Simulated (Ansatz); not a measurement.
# CH2B2F2O: the cost of one run

Program: Ansatz 0.2.0, Gaussian basis. Level of theory: the settings change from run to run. These are calculated values, not measurements.

**1. The molecule**

The geometry comes from an earlier relaxation with PBE0-D4 in a triple-zeta def2 set; it is a stationary point, not always the lowest conformer.

8 atoms, charge 0, spin multiplicity 1.

Atoms are counted from 1 here; the program's logs count them from 0.

Bond lengths: F1–B2 1.306 Å, B2–C3 1.587 Å, B2–B5 1.716 Å, C3–O4 1.476 Å, C3–H7 1.093 Å, C3–H8 1.093 Å, O4–B5 1.367 Å, B5–F6 1.314 Å. Angles: F1–B2–C3 132.2°, F1–B2–B5 146.4°, C3–B2–B5 81.4°, B2–C3–O4 90.7°, B2–C3–H7 117.9°, B2–C3–H8 117.9°, O4–C3–H7 109.8°, O4–C3–H8 109.8°, H7–C3–H8 109.0°, C3–O4–B5 98.6°, B2–B5–O4 89.3°, B2–B5–F6 147.7°, O4–B5–F6 123.0°.

Geometry (Å):

```mol
CH2B2F2O
  3D, bonds by distance, orders not assigned

  8  8  0  0  0  0  0  0  0  0999 V2000
   -1.8474   -0.6617    1.1137 F   0  0
   -0.8410   -0.1667    0.4436 B   0  0
    0.5863   -0.7548    0.0759 C   0  0
    0.9340    0.4883   -0.6401 O   0  0
   -0.2298    1.1746   -0.4341 B   0  0
   -0.4343    2.3887   -0.8920 F   0  0
    0.6286   -1.6025   -0.6133 H   0  0
    1.2958   -0.9230    0.8905 H   0  0
  1  2  8  0
  2  3  8  0
  3  4  8  0
  4  5  8  0
  5  6  8  0
  3  7  8  0
  3  8  8  0
  2  5  8  0
M  END
```

**2. r2SCAN0/def2-TZVPD**

in.yaml reads:

```yaml
crystal:
  periodic: [false, false, false]
  atoms:
    - {symbol: F, position_ang: [-1.847369, -0.661720, 1.113717]}
    - {symbol: B, position_ang: [-0.841027, -0.166691, 0.443552]}
    - {symbol: C, position_ang: [0.586293, -0.754808, 0.075853]}
    - {symbol: O, position_ang: [0.934005, 0.488253, -0.640109]}
    - {symbol: B, position_ang: [-0.229794, 1.174650, -0.434111]}
    - {symbol: F, position_ang: [-0.434263, 2.388716, -0.892040]}
    - {symbol: H, position_ang: [0.628558, -1.602547, -0.613309]}
    - {symbol: H, position_ang: [1.295797, -0.922954, 0.890546]}
basis:
  gaussian: {orbitals: def2-TZVPD}
hamiltonian: {xc: {name: r2SCAN0}}
```

Started as:

```bash
> ansatz run in.yaml --threads 2 --pin off --events-out ev --progress --plain --max-ram 4352MiB
```

Q: Estimate wall time and peak memory on 2 threads of Intel Xeon Platinum 8488C, shared host.

About 4.6 s, with a peak of 0.48 GiB.
